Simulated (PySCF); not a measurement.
# From one method to the next for GaCl

What do other methods print for GaCl?

The runs use PySCF 2.14.0; each script names its method and basis.

4 further runs of the same task are left out: 4 that didn't finish.

### Step 1. Starting geometry

GaCl: 2 atoms, charge 0, spin multiplicity 1.

Bond lengths: Ga1–Cl2 2.284 Å.

### Step 2. The base run

Input file input.py:

```python
from pyscf import gto, scf, mp

mol = gto.M(
    atom='Ga 0 0 0; Cl 0 0 2.284',
    basis='sbkjc',
    ecp={'Ga': 'sbkjc', 'Cl': 'sbkjc'},
    charge=0,
    spin=0,
    verbose=4,
)
mf = scf.RHF(mol)
mf.kernel()
mp.MP2(mf, frozen=4).kernel()
mf.dip_moment()
print('orbital energies (hartree):', mf.mo_energy[..., max(0, mol.nelec[1]-3):mol.nelec[0]+3].round(4))
```

Command:

```sh
python input.py
```

Its log is not repeated here.

In short: E(SCF) = -271.911170 Eh, 12 cycles, E(MP2) − E(SCF) = -0.27087 Eh, μ = 3.96 D (of the SCF density).

The bond length is a typed value, not an optimised one.

### Step 3. SCF alone

Run 1 changes step after the SCF: mp2 → none.

Input file input.py:

```python
from pyscf import gto, scf

mol = gto.M(
    atom='Ga 0 0 0; Cl 0 0 2.284',
    basis='sbkjc',
    ecp={'Ga': 'sbkjc', 'Cl': 'sbkjc'},
    charge=0,
    spin=0,
    verbose=4,
)
mf = scf.RHF(mol)
mf.kernel()
mf.dip_moment()
print('orbital energies (hartree):', mf.mo_energy[..., max(0, mol.nelec[1]-3):mol.nelec[0]+3].round(4))
```

Command:

```sh
python input.py
```

### Step 4. UHF

Run 2 changes SCF type: RHF → UHF.

Input file input.py:

```python
from pyscf import gto, scf, mp

mol = gto.M(
    atom='Ga 0 0 0; Cl 0 0 2.284',
    basis='sbkjc',
    ecp={'Ga': 'sbkjc', 'Cl': 'sbkjc'},
    charge=0,
    spin=0,
    verbose=4,
)
mf = scf.UHF(mol)
mf.kernel()
mp.MP2(mf, frozen=4).kernel()
mf.dip_moment()
print('orbital energies (hartree):', [e[max(0, n-3):n+3].round(4) for e, n in zip(mf.mo_energy, mol.nelec)])
```

### Step 5. MP2

Run 3 changes frozen orbitals: 4 → none.

input.py, as its differences from that of step 2:

```diff
@@ -12,3 +12,3 @@
 mf.kernel()
-mp.MP2(mf, frozen=4).kernel()
+mp.MP2(mf).kernel()
 mf.dip_moment()
```

**Question.** What will these runs give? Wanted: for each run, E(SCF); from base; gap; SCF dipole; after the SCF.

**Answer**, as computed:

| run | E(SCF) (hartree) | from base (eV) | cycles | gap (eV) | SCF dipole (D) | after the SCF |
| --- | --- | --- | --- | --- | --- | --- |
| base | -271.911170 | 0 | 12 | 10.75 | 3.96 | MP2 correlation -7.371 eV, core frozen |
| SCF alone | -271.911170 | 0.0000 | 12 | 10.75 | 3.96 | n/a |
| UHF | -271.911170 | 0.0000 | 12 | 10.75 | 3.96 | MP2 correlation -7.371 eV, core frozen |
| MP2 | -271.911170 | 0.0000 | 12 | 10.75 | 3.96 | MP2 correlation -11.319 eV |

In words: With UHF the SCF ends at the base energy.
